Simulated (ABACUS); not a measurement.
# NaTb2Sc2FeO9 (P1) in ABACUS: further runs, part 2 of 2

ABACUS 3.10.1.

## (3) Single point, PBE, collinear spin, ferromagnetic start

File INPUT:

```
INPUT_PARAMETERS
suffix              NaTb2Sc2FeO9
calculation         scf
basis_type          lcao
pseudo_dir          ./
orbital_dir         ./
symmetry            1
dft_functional      pbe
ecutwfc             100
pseudo_rcut         10
nspin               2
nbands              83
ks_solver           genelpa
smearing_method     fd
smearing_sigma      0.00367493
scf_thr             1e-07
scf_nmax            100
mixing_type         broyden
mixing_beta         0.4
cal_force           1
cal_stress          1
out_mul             1
out_chg             1
out_pot             2
out_elf             1
```

File STRU:

```
ATOMIC_SPECIES
Na 22.9898 Na.upf
Tb 158.9254 Tb.upf
Sc 44.9559 Sc.upf
Fe 55.8450 Fe.upf
O 15.9990 O.upf

NUMERICAL_ORBITAL
Na_confined-atom_9au_3s2p1d.orb
Tb_confined-atom_8au_3s2p2d1f.orb
Sc_confined-atom_8au_3s2p2d1f.orb
Fe_confined-atom_7au_3s2p2d1f.orb
O_confined-atom_6au_2s2p1d.orb

LATTICE_CONSTANT
1.8897261246

LATTICE_VECTORS
5.4260100000 0.0004400000 -0.0003700000
2.6343900000 4.7512900000 -0.0002000000
0.0035800000 0.0114800000 7.0380000000

ATOMIC_POSITIONS
Direct

Na
0.0
1
0.0135800000 0.9850200000 0.0032100000 1 1 1 mag 0

Tb
0.0
2
0.7144200000 0.6745200000 0.3337100000 1 1 1 mag 0
0.3409200000 0.3984000000 0.6211600000 1 1 1 mag 0

Sc
0.0
2
0.6738800000 0.6494700000 0.8548700000 1 1 1 mag 0
0.3257600000 0.3414200000 0.1457500000 1 1 1 mag 0

Fe
0.0
1
0.0112300000 0.0183400000 0.5015500000 1 1 1 mag 3

O
0.0
9
0.8850500000 0.7730100000 0.6290300000 1 1 1 mag 0
0.1418200000 0.2375600000 0.3959000000 1 1 1 mag 0
0.1208000000 0.7389400000 0.3093300000 1 1 1 mag 0
0.3807300000 0.7965100000 0.5971900000 1 1 1 mag 0
0.6539400000 0.2432800000 0.3727200000 1 1 1 mag 0
0.5338100000 0.9444700000 0.0607400000 1 1 1 mag 0
0.9397600000 0.4297700000 0.0607800000 1 1 1 mag 0
0.3898800000 0.5168300000 0.9172200000 1 1 1 mag 0
0.8744100000 0.2524600000 0.6968500000 1 1 1 mag 0
```

File KPT:

```
K_POINTS
0
Gamma
4 4 3 0 0 0
```

Potentials or basis: PseudoDojo NC SR 0.4.1 PBE standard, lanthanides 3+ (f in core), DZP LCAO (the cutoffs set its grid).

On the command line:

```sh
> OMP_NUM_THREADS=1 mpirun -np 8 abacus > log
```

running log:

```text
ABACUS v3.10.1

               Atomic-orbital Based Ab-initio Computation at UStc

 ------------------------------------------------------------------------------------

 READING GENERAL INFORMATION
                           global_out_dir = OUT.NaTb2Sc2FeO9/
                           global_in_card = INPUT
                               pseudo_dir = ./
                              orbital_dir = ./
                                    DSIZE = 8
                                    GSIZE = 1

 READING UNITCELL INFORMATION
                                    ntype = 5
                  lattice constant (Bohr) = 1.88973
              lattice constant (Angstrom) = 1

 READING ATOM TYPE 1
                               atom label = Na
                      L=0, number of zeta = 3
                      L=1, number of zeta = 2
                      L=2, number of zeta = 1
             number of atom for this type = 1
               magnetization of element 1 = 0

 READING ATOM TYPE 2
                               atom label = Tb
                      L=0, number of zeta = 3
                      L=1, number of zeta = 2
                      L=2, number of zeta = 2
                      L=3, number of zeta = 1
             number of atom for this type = 2
               magnetization of element 2 = 0

 READING ATOM TYPE 3
                               atom label = Sc
                      L=0, number of zeta = 3
                      L=1, number of zeta = 2
                      L=2, number of zeta = 2
                      L=3, number of zeta = 1
             number of atom for this type = 2
               magnetization of element 3 = 0

 READING ATOM TYPE 4
                               atom label = Fe
                      L=0, number of zeta = 3
                      L=1, number of zeta = 2
                      L=2, number of zeta = 2
                      L=3, number of zeta = 1
             number of atom for this type = 1
               magnetization of element 4 = 3

 READING ATOM TYPE 5
                               atom label = O
                      L=0, number of zeta = 2
                      L=1, number of zeta = 2
                      L=2, number of zeta = 1
             number of atom for this type = 9
               magnetization of element 5 = 0

                        TOTAL ATOM NUMBER = 15
DIRECT COORDINATES
    atom                   x                   y                   z     mag                  vx                  vy                  vz
taud_Na1            0.0135800000        0.9850200000        0.0032100000  0.0000        0.0000000000        0.0000000000        0.0000000000
taud_Tb1            0.7144200000        0.6745200000        0.3337100000  0.0000        0.0000000000        0.0000000000        0.0000000000
taud_Tb2            0.3409200000        0.3984000000        0.6211600000  0.0000        0.0000000000        0.0000000000        0.0000000000
taud_Sc1            0.6738800000        0.6494700000        0.8548700000  0.0000        0.0000000000        0.0000000000        0.0000000000
taud_Sc2            0.3257600000        0.3414200000        0.1457500000  0.0000        0.0000000000        0.0000000000        0.0000000000
taud_Fe1            0.0112300000        0.0183400000        0.5015500000  3.0000        0.0000000000        0.0000000000        0.0000000000
taud_O1            0.8850500000        0.7730100000        0.6290300000  0.0000        0.0000000000        0.0000000000        0.0000000000
taud_O2            0.1418200000        0.2375600000        0.3959000000  0.0000        0.0000000000        0.0000000000        0.0000000000
taud_O3            0.1208000000        0.7389400000        0.3093300000  0.0000        0.0000000000        0.0000000000        0.0000000000
taud_O4            0.3807300000        0.7965100000        0.5971900000  0.0000        0.0000000000        0.0000000000        0.0000000000
[... 302 lines left out ...]
 SETUP EXTENDED REAL SPACE GRID FOR GRID INTEGRATION
                          real space grid = [ 72, 72, 90 ]
                 big cell numbers in grid = [ 18, 18, 30 ]
             meshcell numbers in big cell = [ 4, 4, 3 ]
                        extended fft grid = [ 19, 19, 21 ]
                dimension of extened grid = [ 57, 57, 73 ]
                            UnitCellTotal = 75
              Atom number in sub-FFT-grid = 15
    Local orbitals number in sub-FFT-grid = 261
                                ParaV.nnr = 115094

                                 init_chg = atomic

 LCAO ALGORITHM --------------- ION=   1  ELEC=   1--------------------------------
          total magnetism (Bohr mag/cell) = 3
       absolute magnetism (Bohr mag/cell) = 3.20785
                        nelec for spin up = 63
                      nelec for spin down = 60
[... 286 lines left out ...]
 Density error is 8.05643633384e-08
----------------------------------------------------------
     Energy           Rydberg                 eV
----------------------------------------------------------
 E_KohnSham     -1005.4419056635     -13679.7389250014
 E_KS(sigma->0) -1005.4419037811     -13679.7388993905
 E_Harris       -1005.4419109924     -13679.7389975053
 E_band         -73.7056299825       -1002.8165424423
 E_one_elec     -412.4361436683      -5611.4816150362
 E_Hartree      269.4285908926       3665.7640402509
 E_xc           -200.5360369349      -2728.4327566525
 E_Ewald        -661.8983121882      -9005.5885423418
 E_entropy(-TS) -0.0000037647        -0.0000512218
 E_descf        0.0000000000         0.0000000000
 E_exx          0.0000000000         0.0000000000
 E_Fermi        0.6652613157         9.0513445531
----------------------------------------------------------

 charge density convergence is achieved
 final etot is -13679.738925 eV
 EFERMI = 9.0513445531 eV
The vacuum level is 8.2607329692 eV

 STATE ENERGY(eV) AND OCCUPATIONS    NSPIN == 2
SPIN UP :
 1/26 kpoint (Cartesian) = 0.0000 0.0000 0.0000 (2576 pws)
       1       -81.1894      0.0208333
       2       -47.2712      0.0208333
       3       -47.2635      0.0208333
       4       -47.1979      0.0208333
       5       -40.5630      0.0208333
       6       -38.5791      0.0208333
[... 500 lines left out ...]
      82        16.8261    1.22834e-69
      83        16.9792    5.74622e-71

[... levels at 46 further k points ...]

-------------------------------------------------
 Total Magnetism (uB)
-------------------------------------------------
                        Na1         0.0015485813
                        Tb1         0.0051468128
                        Tb2         0.0101876075
                        Sc1         0.0084826273
                        Sc2         0.0021756108
                        Fe1         2.5041425184
                         O1         0.0201859990
                         O2         0.0811377624
                         O3         0.0662754785
                         O4         0.0220430792
                         O5         0.0199509477
                         O6         0.0047958557
                         O7         0.0243152517
                         O8         0.0149937806
                         O9         0.2145871440
-------------------------------------------------

 correction force for each atom along direction 1 is 4.83656e-06
 correction force for each atom along direction 2 is 5.66045e-06
 correction force for each atom along direction 3 is -2.00389e-05
------------------------------------------------------------------------------------------
 TOTAL-FORCE (eV/Angstrom)
------------------------------------------------------------------------------------------
                       Na1        -0.0122741780        -0.0059424278        -0.0094185320
                       Tb1        -0.0489835614         0.0121965837         0.0220095142
                       Tb2        -0.0390473269        -0.0834127207         0.0238980788
                       Sc1         0.0185564485         0.0229283238        -0.0360760567
                       Sc2         0.0299125114        -0.0062638808         0.0339981795
                       Fe1        -0.0800066013        -0.0918135893        -0.0246851184
                        O1        -0.0508698175         0.0079524471         0.0228322375
                        O2         0.1171238409         0.0708880016        -0.0881931218
                        O3         0.0232450569        -0.0596982560        -0.0657355403
                        O4         0.1023199016        -0.0182457171         0.0539055182
                        O5        -0.0491887398         0.0252785980        -0.0575618815
                        O6        -0.0135619553         0.0191630303        -0.0309452903
                        O7        -0.0007438150        -0.0177165257        -0.0121985314
                        O8         0.0060035392         0.0172065513         0.0244045738
                        O9        -0.0024853035         0.1074795817         0.1437659704
------------------------------------------------------------------------------------------

----------------------------------------------------------------
 TOTAL-STRESS (KBAR)
----------------------------------------------------------------
         1.9180909418         0.2891437041         0.0515182872
         0.2891437041         4.1638316752         0.6296814325
         0.0515182872         0.6296814325         3.0507667910
----------------------------------------------------------------
 TOTAL-PRESSURE: 3.044230 KBAR

 --------------------------------------------
 !FINAL_ETOT_IS -13679.7389250014221034 eV
 --------------------------------------------
```

Run time: 70 s. Hardware: 8 MPI ranks of AMD EPYC 9R45 (Zen 5), shared host; peak memory 2.6 GiB.

What came out:

| Property | Result |
| --- | --- |
| Free energy | -13679.7389 eV |
| Largest force | 0.180 eV/Å |
| Band gap on the k mesh | 0.87 eV, indirect (least direct gap 0.87 eV) |
| Net moment | 3.00 μB per cell |
| Absolute moment | 3.24 μB per cell |
| Site moments | Na +0.00; Tb +0.01; Sc +0.01, +0.00; Fe +2.50; O +0.02, +0.08, +0.07, +0.00, +0.01, +0.21 μB |
| Mulliken charges | Na +0.90; Tb +1.69, +1.58; Sc +0.57, +0.56; Fe +0.07; O -0.61, -0.50, -0.58, -0.56, -0.67, -0.66, -0.68, -0.49 e |

Forces in eV/Å, atoms in the order of the input:
```
Na  -0.012 -0.006 -0.009
Tb  -0.049  0.012  0.022
Tb  -0.039 -0.083  0.024
Sc   0.019  0.023 -0.036
Sc   0.030 -0.006  0.034
Fe  -0.080 -0.092 -0.025
O   -0.051  0.008  0.023
O    0.117  0.071 -0.088
O    0.023 -0.060 -0.066
O    0.102 -0.018  0.054
O   -0.049  0.025 -0.058
O   -0.014  0.019 -0.031
O   -0.001 -0.018 -0.012
O    0.006  0.017  0.024
O   -0.002  0.107  0.144
```

Caveat: the atomic orbitals were generated for these runs and aren't a published set; Mulliken charges move with the basis; the magnetic or orbital state may not be the lowest; spin-orbit coupling is left out, which moves the levels of the heavy elements; an odd mesh through Γ misses points on the zone boundary, where band edges often lie; the 4f electrons are frozen in the core as for a trivalent ion, so they carry no moment and show no levels; the basis of atomic orbitals isn't converged, which shifts pressures, moduli and gaps; a cell with one magnetic atom can't hold antiferromagnetic order, which such compounds often take. Expect the measured gap to be larger: semilocal functionals such as PBE lack the derivative discontinuity.
